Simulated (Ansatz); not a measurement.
**CH₄ClNSi: how energies converge with the basis set**

The task here is to estimate one member of a computed series from the others.

The runs use Ansatz 0.2.0, Gaussian basis; one geometry, several basis sets.

Levels to be run: PBE0-D4/def2-SVP; ωB97M-V/def2-SVP; PBE0-D4/def2-QZVPP; ωB97M-V/def2-QZVPP; the functionals' def2-TZVPP values are taken from earlier runs.

## Structure used throughout

The geometry comes from an earlier relaxation with PBE0-D4 in a triple-zeta def2 set; it is a stationary point, not always the lowest conformer.

SMILES `[SiH3]/N=C/Cl`, 8 atoms, charge 0, spin multiplicity 1.

Atoms are counted from 1 here; the program's logs count them from 0.

Bond lengths: Si1–N2 1.740 Å, Si1–H5 1.492 Å, Si1–H6 1.482 Å, Si1–H7 1.482 Å, N2–C3 1.238 Å, C3–Cl4 1.747 Å, C3–H8 1.094 Å. Angles: N2–Si1–H5 111.9°, N2–Si1–H6 107.7°, N2–Si1–H7 107.7°, H5–Si1–H6 109.7°, H5–Si1–H7 109.7°, H6–Si1–H7 110.1°, Si1–N2–C3 125.6°, N2–C3–Cl4 122.3°, N2–C3–H8 128.1°, Cl4–C3–H8 109.6°.

Set-up of the first run:

File in.yaml:

```yaml
crystal:
  periodic: [false, false, false]
  atoms:
    - {symbol: Si, position_ang: [-0.121353, 1.175634, -0.350683]}
    - {symbol: N, position_ang: [0.535707, -0.166084, 0.542017]}
    - {symbol: C, position_ang: [0.196944, -1.350006, 0.417522]}
    - {symbol: Cl, position_ang: [0.916468, -2.631707, 1.361811]}
    - {symbol: H, position_ang: [-1.171135, 0.740937, -1.317295]}
    - {symbol: H, position_ang: [-0.703444, 2.124245, 0.627504]}
    - {symbol: H, position_ang: [0.995652, 1.819652, -1.080787]}
    - {symbol: H, position_ang: [-0.556639, -1.769673, -0.256089]}
basis:
  gaussian: {orbitals: def2-SVP}
hamiltonian: {xc: pbe0, dispersion: d4}
output: {orbitals: {seedname: orbitals}}
```

On the command line:

```console
$ ansatz run in.yaml --threads 2 --pin off --events-out ev --progress --plain --max-ram 4352MiB
```

Steps of the session up to this table: PBE0-D4 in def2-SVP; ωB97M-V in def2-SVP; PBE0-D4 in def2-QZVPP; ωB97M-V in def2-QZVPP.

One of the session's tables, all rows but one given; the rest of the session is left out.

```
functional       basis  HOMO (eV)
   PBE0-D4    def2-SVP      -7.87
   PBE0-D4  def2-TZVPP      -7.99
   PBE0-D4  def2-QZVPP      -8.02
   ωB97M-V    def2-SVP          ?
   ωB97M-V  def2-TZVPP     -10.26
   ωB97M-V  def2-QZVPP     -10.30
```

**Question.** Estimate the row for ωB97M-V, def2-SVP.

As computed: HOMO (eV): -10.11. In the column «HOMO (eV)» it lies between ωB97M-V, def2-TZVPP (-10.26) and PBE0-D4, def2-QZVPP (-8.02).
